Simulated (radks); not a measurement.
# The Coulomb parameter U of the 3d shell of Ti

An exercise on one series of results from a longer session: the logs are not shown, and one member is left open.

Method: Dirac Kohn-Sham, BLYP, spin-unpolarised, spherical densities, finite nucleus; open shells are shared between the two j in proportion to 2j + 1. Code: radks (a radial shooting solver on a logarithmic mesh, Libxc functionals) version 1.

### Starting point

| Item | Value |
| --- | --- |
| element | titanium (Z = 22) |
| charge | 0 |
| electrons | 22 |
| configuration | [Ar] 3d3 4s1 |
| nuclear rms radius | 3.5921 fm |

The outer shells:

Ti
```
[Ar] core
3d [↑ ][↑ ][↑ ][  ][  ]
4s [↑ ]
```

The first run:

Settings of this run:

```text
Z 22
configuration [Ar] 3d3 4s1
relativity Dirac
functional b88,lyp
spin unpolarised
j_filling average
nucleus finite rms 3.5921 fm
c 137.035999084
```

Steps of the session up to this table: Start: [Ar] 3d3 4s1.

One table of the session follows, with a row left open; its other results are not shown here.

Sizes of the orbitals, from the radial functions (bohr):

```
level     <r>  outermost maximum (interpolated)  90 % within  nodes
2p1/2  0.2880                             0.218        0.474      0
2p3/2       ?                                 ?            ?      ?
3s1/2   1.013                             0.870         1.52      2
3p1/2   1.093                             0.899         1.69      1
3p3/2   1.102                             0.906         1.71      1
4s1/2   3.729                              3.02         5.70      3
3d3/2   1.948                              1.01         3.68      0
3d5/2   1.962                              1.01         3.71      0
```

Q: Estimate the row for 2p3/2 from the others.

The run gave: <r>: 0.2907; outermost maximum (interpolated): 0.220; 90 % within: 0.478; nodes: 0. In the column «<r>» it lies between 2p1/2 (0.2880) and 3s1/2 (1.013).
